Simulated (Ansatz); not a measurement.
# H4SSi: the cost of one run

The runs use Ansatz 0.2.0, Gaussian basis; PBE0-D4/def2-TZVP structures, single points in def2-TZVPP, no counterpoise correction.

Levels: SPW92, PBE-D4, BLYP-D4, r2SCAN-D4, B97M-V, PBE0-D4, B3LYP-D4, r2SCAN0-D4, BHLYP-D4, CAM-B3LYP-D4, wB97X-V, wB97M-V, B2PLYP, PBE-QIDH, RPA on PBE, Hartree-Fock, MP2, CCSD, CCSD(T).

Cores are frozen in the correlated methods. Filled d shells of the heavier atoms are correlated. B3LYP uses VWN-RPA correlation. B2PLYP carries no dispersion term here.

94 further runs of the same task are left out: 94 set aside as unsound or not needed.

## Step 1: Where the work starts

The complex: 8 atoms, charge 0, spin multiplicity 1.

Atoms are counted from 1 here; the program's logs count them from 0.

Bond lengths: Si1–H3 1.481 Å, Si1–H4 1.482 Å, Si1–H5 1.483 Å, Si1–S7 2.152 Å, Br2–H6 1.444 Å, S7–H8 1.344 Å. Angles: H3–Si1–H4 110.9°, H3–Si1–H5 110.6°, H3–Si1–S7 104.3°, H4–Si1–H5 110.0°, H4–Si1–S7 110.6°, H5–Si1–S7 110.3°, Si1–S7–H8 94.9°.

Geometry (Å):

```
Si   -0.78121   -0.05303   -0.89575
Br    3.02351   -0.36673    1.04947
H    -0.75898   -1.45748   -1.36407
H     0.40448    0.68744   -1.38804
H    -2.02278    0.62577   -1.33984
H     1.59039   -0.35109    1.22765
S    -0.73909   -0.20622    1.25037
H    -0.71621    1.12134    1.46010
```

Its parts: SiH₄S holds atoms 1, 3, 4, 5, 7, 8; HBr holds atoms 2, 6. Each part counts its atoms afresh in its own runs.

## Step 2: Relaxing SiH₄S alone

File relax-a/in.yaml:

```yaml
crystal:
  periodic: [false, false, false]
  atoms:
    - {symbol: Si, position_ang: [-0.781214, -0.053026, -0.895749]}
    - {symbol: H, position_ang: [-0.758979, -1.457480, -1.364069]}
    - {symbol: H, position_ang: [0.404476, 0.687435, -1.388038]}
    - {symbol: H, position_ang: [-2.022784, 0.625773, -1.339843]}
    - {symbol: S, position_ang: [-0.739086, -0.206225, 1.250373]}
    - {symbol: H, position_ang: [-0.716208, 1.121340, 1.460099]}
basis:
  gaussian: {orbitals: def2-TZVP}
hamiltonian: {xc: pbe0, dispersion: d4}
relax: {f_tol: 0.005, max_steps: 200}
```

The run is started by

```
ansatz run in.yaml --threads 4 --pin off --events-out ev --progress --plain --max-ram 9574MiB
```

**Question.** How long does this run take on 4 threads of Intel Xeon 6975P-C, shared host?

About 2.3 s.
